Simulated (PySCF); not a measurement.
# C₇H₁₁N: runs on many settings, part 2 of 2

PySCF 2.14.0. Atoms count from 0.

### 4 Excited states and response: wB97X/def2-SVPD

What the job is given:

```
{"job": {"kind": "uv", "xc": "wB97X", "basis": "def2-SVPD", "nstates": 6, "ntriplets": 0, "tda": false}, "charge": 0, "multiplicity": 1}
H     -2.540474     1.870166     1.234260
N     -2.078801     1.343634     0.496692
C     -1.566747     0.252161     0.841832
C     -0.892809    -0.653855    -0.143976
C      0.369504    -1.319794     0.441100
C      1.529841    -0.513921    -0.098059
C      1.448414     0.974350     0.061959
C      1.035962     0.334885    -1.229920
C     -0.443552     0.082367    -1.417987
H     -1.601098    -0.152473     1.866316
H     -1.639917    -1.419737    -0.382559
H      0.348134    -1.334872     1.532673
H      0.451732    -2.351625     0.093622
H      2.498796    -0.991834    -0.117156
H      0.682379     1.387873     0.698450
H      2.374132     1.530113     0.076662
H      1.629234     0.507725    -2.116061
H     -0.601502    -0.540146    -2.299851
H     -1.013032     1.004233    -1.530295
```

Method: TDDFT wB97X/def2-SVPD, vertical, gas phase, core orbitals frozen in the response.

What it wrote:

```text
coarse grid: 15488 points
cycle   1  E = -327.6703527606  dE =  1.757e+00  |g| = 4.230e-01  |ddm| = 8.433e+00
cycle   2  E = -327.6833750695  dE = -1.302e-02  |g| = 4.335e-01  |ddm| = 1.674e+00
cycle   3  E = -327.7223136128  dE = -3.894e-02  |g| = 4.862e-02  |ddm| = 8.304e-01
cycle   4  E = -327.7230533830  dE = -7.398e-04  |g| = 2.162e-02  |ddm| = 1.891e-01
cycle   5  E = -327.7231726815  dE = -1.193e-04  |g| = 5.255e-03  |ddm| = 8.254e-02
cycle   6  E = -327.7231827719  dE = -1.009e-05  |g| = 1.546e-03  |ddm| = 2.315e-02
cycle   7  E = -327.7231839935  dE = -1.222e-06  |g| = 5.096e-04  |ddm| = 1.009e-02
final grid: 148544 points
cycle   8  E = -327.7758398875  dE = -1.037e-04  |g| = 4.593e-03  |ddm| = 2.332e-01
cycle   9  E = -327.7758410728  dE = -1.185e-06  |g| = 4.355e-03  |ddm| = 3.239e-02
cycle  10  E = -327.7758449473  dE = -3.875e-06  |g| = 6.778e-04  |ddm| = 9.404e-03
cycle  11  E = -327.7758450611  dE = -1.138e-07  |g| = 2.012e-04  |ddm| = 3.951e-03
cycle  12  E = -327.7758450720  dE = -1.089e-08  |g| = 4.031e-05  |ddm| = 7.653e-04
cycle  13  E = -327.7758450728  dE = -7.815e-10  |g| = 1.141e-05  |ddm| = 2.845e-04
converged SCF energy = -327.7758450728

Static polarisability (au): isotropic 81.112, principal 75.259 80.037 88.039

Singlet excitations
state   eV       nm        f      main configurations
  1   5.3184    233.1   0.00178   H->L 0.67, H-1->L 0.22
  2   7.6149    162.8   0.00691   H->L+1 0.37, H->L+2 0.21, H-1->L+1 0.09
  3   7.7282    160.4   0.00498   H-1->L 0.64, H->L 0.20
  4   8.0359    154.3   0.15877   H-3->L 0.59, H-2->L 0.29
  5   8.1052    153.0   0.04930   H-2->L 0.58, H-3->L 0.27
  6   8.2126    151.0   0.00724   H->L+2 0.23, H-1->L+1 0.21, H-1->L+2 0.19
```

It took 88 s on 1 thread of Arm Neoverse N1, shared host; peak memory 1.1 GiB.

In short: HOMO -9.74 eV, LUMO 2.06 eV; lowest singlet 5.32 eV.

### 5 Shielding tensors: PW91/6-31++G**

Settings changed since step 4:

```diff
@@ -1,2 +1,2 @@
-{"job": {"kind": "uv", "xc": "wB97X", "basis": "def2-SVPD", "nstates": 6, "ntriplets": 0, "tda": false}, "charge": 0, "multiplicity": 1}
+{"job": {"kind": "nmr", "xc": "PW91", "basis": "6-31++G**", "pop": false}, "charge": 0, "multiplicity": 1}
 H     -2.540474     1.870166     1.234260
```

With the program's defaults for keys left out, this is: GIAO PW91/6-31++G** NMR shielding, non-relativistic, gas phase.

What it wrote:

```text
coarse grid: 15488 points
cycle   1  E = -327.9033802815  dE =  9.755e-01  |g| = 6.708e-01  |ddm| = 6.833e+00
cycle   2  E = -327.5989193130  dE =  3.045e-01  |g| = 1.281e+00  |ddm| = 2.923e+01
cycle   3  E = -328.0199658777  dE = -4.210e-01  |g| = 2.092e-01  |ddm| = 2.239e+01
cycle   4  E = -328.0286548921  dE = -8.689e-03  |g| = 9.918e-02  |ddm| = 1.222e+00
cycle   5  E = -328.0309011315  dE = -2.246e-03  |g| = 1.938e-02  |ddm| = 5.263e-01
cycle   6  E = -328.0309759844  dE = -7.485e-05  |g| = 7.427e-03  |ddm| = 1.093e-01
cycle   7  E = -328.0309887812  dE = -1.280e-05  |g| = 1.580e-03  |ddm| = 4.937e-02
cycle   8  E = -328.0309894303  dE = -6.491e-07  |g| = 4.383e-04  |ddm| = 2.188e-02
final grid: 148544 points
cycle   9  E = -327.9417347130  dE = -8.083e-05  |g| = 1.391e-02  |ddm| = 8.579e-01
cycle  10  E = -327.9416394847  dE =  9.523e-05  |g| = 2.380e-02  |ddm| = 3.724e-01
cycle  11  E = -327.9417835981  dE = -1.441e-04  |g| = 3.413e-03  |ddm| = 2.354e-01
cycle  12  E = -327.9417859512  dE = -2.353e-06  |g| = 1.435e-03  |ddm| = 1.651e-02
cycle  13  E = -327.9417864369  dE = -4.857e-07  |g| = 1.790e-04  |ddm| = 6.839e-03
cycle  14  E = -327.9417864439  dE = -7.002e-09  |g| = 5.644e-05  |ddm| = 1.344e-03
cycle  15  E = -327.9417864446  dE = -7.360e-10  |g| = 1.807e-05  |ddm| = 6.804e-04
converged SCF energy = -327.9417864446

GIAO shielding tensors (ppm)
atom      isotropic    diamagn.    paramagn.     s11        s22        s33       span
  0 H       21.113      28.911      -7.798     14.401     23.619     25.319     10.918
  1 N      -35.305     326.010    -361.314   -314.887    -27.796    236.769    551.655
  2 C       23.835     260.069    -236.234    -65.633     16.266    120.872    186.505
  3 C      143.912     259.895    -115.983    120.997    145.949    164.790     43.793
  4 C      157.992     246.974     -88.982    134.867    166.836    172.273     37.405
  5 C      172.173     251.716     -79.542    137.883    161.159    217.478     79.595
  6 C      184.401     247.673     -63.272    163.812    178.648    210.742     46.931
  7 C      173.150     251.669     -78.519    134.588    168.190    216.671     82.082
  8 C      164.195     244.617     -80.422    136.537    167.461    188.586     52.049
  9 H       22.934      31.593      -8.659     20.396     22.898     25.509      5.112
 10 H       28.836      30.831      -1.995     25.007     26.261     35.239     10.232
 11 H       29.696      32.739      -3.043     25.617     27.369     36.103     10.486
 12 H       29.387      31.418      -2.031     24.601     27.056     36.503     11.902
 13 H       30.479      27.767       2.712     23.672     27.245     40.521     16.849
 14 H       31.683      30.575       1.109     24.263     32.321     38.466     14.203
 15 H       31.530      28.929       2.601     25.606     26.869     42.115     16.509
 16 H       30.372      27.937       2.436     23.722     26.998     40.397     16.675
 17 H       29.893      29.842       0.051     24.697     27.419     37.563     12.866
 18 H       27.894      29.989      -2.095     23.676     25.448     34.558     10.882
```

It took 78 s on 1 thread of Arm Neoverse N1, shared host; peak memory 0.75 GiB.

In short: δ C2 170.4, C3 50.3, C4 33.1, C5 21.6, H0 10.68, H9 8.85 ppm (means over like atoms).

### 6 TDDFT and polarisability: HF/MINI

Settings changed since step 5:

```diff
@@ -1,2 +1,2 @@
-{"job": {"kind": "nmr", "xc": "PW91", "basis": "6-31++G**", "pop": false}, "charge": 0, "multiplicity": 1}
+{"job": {"kind": "uv", "xc": "HF", "basis": "MINI", "nstates": 6, "ntriplets": 0, "tda": true, "scf": {"guess": "1e", "max_cycle": 70}}, "charge": 0, "multiplicity": 1}
 H     -2.540474     1.870166     1.234260
```

Method: TDA HF/MINI, vertical, gas phase, core orbitals frozen in the response.

What it wrote:

```text
final grid: 148544 points
cycle   1  E = -282.7530675921  dE =  1.366e+00  |g| = 5.720e+00  |ddm| = 3.046e+01
cycle   2  E = -267.8199470530  dE =  1.493e+01  |g| = 5.467e+00  |ddm| = 3.166e+01
cycle   3  E = -317.5734467865  dE = -4.975e+01  |g| = 3.471e+00  |ddm| = 2.486e+01
cycle   4  E = -322.1027539209  dE = -4.529e+00  |g| = 1.687e+00  |ddm| = 5.563e+00
cycle   5  E = -322.4535693858  dE = -3.508e-01  |g| = 1.360e+00  |ddm| = 1.123e+00
cycle   6  E = -322.8659362772  dE = -4.124e-01  |g| = 9.121e-01  |ddm| = 1.005e+00
cycle   7  E = -323.1530137081  dE = -2.871e-01  |g| = 3.910e-01  |ddm| = 1.170e+00
cycle   8  E = -323.2015827778  dE = -4.857e-02  |g| = 2.155e-01  |ddm| = 4.720e-01
cycle   9  E = -323.2185122806  dE = -1.693e-02  |g| = 8.178e-02  |ddm| = 3.062e-01
cycle  10  E = -323.2212825934  dE = -2.770e-03  |g| = 2.359e-02  |ddm| = 1.615e-01
cycle  11  E = -323.2214997636  dE = -2.172e-04  |g| = 2.499e-03  |ddm| = 4.744e-02
cycle  12  E = -323.2215037474  dE = -3.984e-06  |g| = 7.196e-04  |ddm| = 6.358e-03
cycle  13  E = -323.2215040609  dE = -3.134e-07  |g| = 2.327e-04  |ddm| = 1.839e-03
cycle  14  E = -323.2215041033  dE = -4.240e-08  |g| = 7.584e-05  |ddm| = 7.001e-04
cycle  15  E = -323.2215041096  dE = -6.349e-09  |g| = 2.264e-05  |ddm| = 3.018e-04
cycle  16  E = -323.2215041103  dE = -6.924e-10  |g| = 9.883e-06  |ddm| = 9.337e-05
converged SCF energy = -323.2215041103

Static polarisability (au): isotropic 50.575, principal 44.346 47.738 59.642

Singlet excitations
state   eV       nm        f      main configurations
  1   5.4614    227.0   0.00550   H->L 0.87
  2  10.5336    117.7   0.50480   H-2->L 0.47, H-3->L 0.30
  3  10.6276    116.7   0.02203   H-11->L 0.21, H-6->L 0.19, H-1->L 0.17
  4  11.9936    103.4   0.00702   H-12->L 0.30, H-6->L 0.15, H-3->L 0.14
  5  12.5841     98.5   0.00027   H-1->L 0.56, H->L 0.10, H-6->L 0.09
  6  12.7926     96.9   0.19159   H->L+3 0.65
```

Run time: 1.8 s. Hardware: 1 thread of Arm Neoverse N1, shared host; peak memory 0.36 GiB.

A normal end doesn't make this result sound: the basis MINI is minimal. Its HOMO lies at -12.22 eV, against -7.29 eV in step 3 (PBE0/def2-SVPD), a different level, so the two don't compare directly.

### 7 Run by run: NMR shifts

Shifts (ppm) of some atoms, chosen among heavy atoms and hydrogens apart, means over like atoms, with basis size and wall time:

| run | C2 | C3 | C5 | C6 | H9 | H11 | N1 | functions | time |
| --- | --- | --- | --- | --- | --- | --- | --- | --- | --- |
| PBE0/pcSseg-1 | 184.9 | 48.2 | 20.1 | 9.0 | 8.34 | 2.70 | 352.0 | 191 | 59 s |
| PW91/6-31++G** | 170.4 | 50.3 | 21.6 | 9.8 | 8.85 | 2.99 | 306.9 | 210 | 78 s |

### 8 Run by run: electronic excitations

Excitations and ground-state properties, with basis size and wall time:

| run | lowest singlet (eV) | brightest (eV) | f | gap (eV) | α (Å³) | μ (D) | functions | time |
| --- | --- | --- | --- | --- | --- | --- | --- | --- |
| PBE0/def2-SVPD | 5.20 | 7.55 | 0.143 | 7.11 | 12.16 | 1.65 | 248 | 90 s |
| wB97X/def2-SVPD | 5.32 | 8.04 | 0.159 | 11.80 | 12.02 | 1.72 | 248 | 88 s |

### 9 What came out

This closing draws on all 2 parts.

| quantity | value |
| --- | --- |
| 13C shifts against TMS (PBE0/pcSseg-1, means over atoms taken as alike) | 184.9, 48.2, 32.8, 20.1, 9.0 ppm |
| 1H shifts against TMS (PBE0/pcSseg-1, means over atoms taken as alike) | 10.74, 8.34, 2.70, 2.66, 2.02, 1.17, 0.22, -0.07 ppm |
| 15N shifts against NH3 (PBE0/pcSseg-1) | 352.0 ppm |
| potential on the surface of density 0.002 e/bohr³, 1st and 99th percentile | -1.60 V and 1.25 V |
| lowest singlet (PBE0/def2-SVPD) | 5.20 eV (239 nm), f = 0.002 |
| brightest single state of those computed | state 6, 7.55 eV, f = 0.143 |
| lowest triplet | 4.39 eV |
| range of the shift of N1 | 306.9 to 352.0 ppm |
| range of the lowest singlet | 5.20 to 5.32 eV |
| property runs in this session | 5, of which 0 failed and 1 gave unsound results |

Single values in the summary come from the first sound run of each kind (PBE0/pcSseg-1; PBE0/def2-SVPD), which need not be the best level. At PBE0/pcSseg-1: The widest tensor belongs to N1: span 653 ppm, with a paramagnetic part of -403 ppm. The first singlet state (HOMO→LUMO 0.87, HOMO−1→LUMO 0.10) lies at 5.20 eV and is weak; of the 6 states computed, the strongest absorption comes from state 6 at 7.55 eV (the last computed, so partners may be missing). The lowest triplet lies 0.81 eV below the lowest singlet (triplets in Tamm-Dancoff, singlets in full TDDFT). At PBE0/def2-SVPD, states above −ε(HOMO) (7.29 eV) lie where TDDFT describes them poorly and they hang on the basis; the brightest is among them. In ppm, N1 moves most: its shift spreads over 45.1 ppm, from 306.9 (PW91/6-31++G**) to 352.0 (PBE0/pcSseg-1). The lowest singlet runs from 5.20 eV (PBE0/def2-SVPD) to 5.32 eV (wB97X/def2-SVPD), while the orbital gap spans 7.11 to 11.80 eV: the excitation energy moves far less from run to run than the orbital gap does. The lowest state need not be the same one in every run.
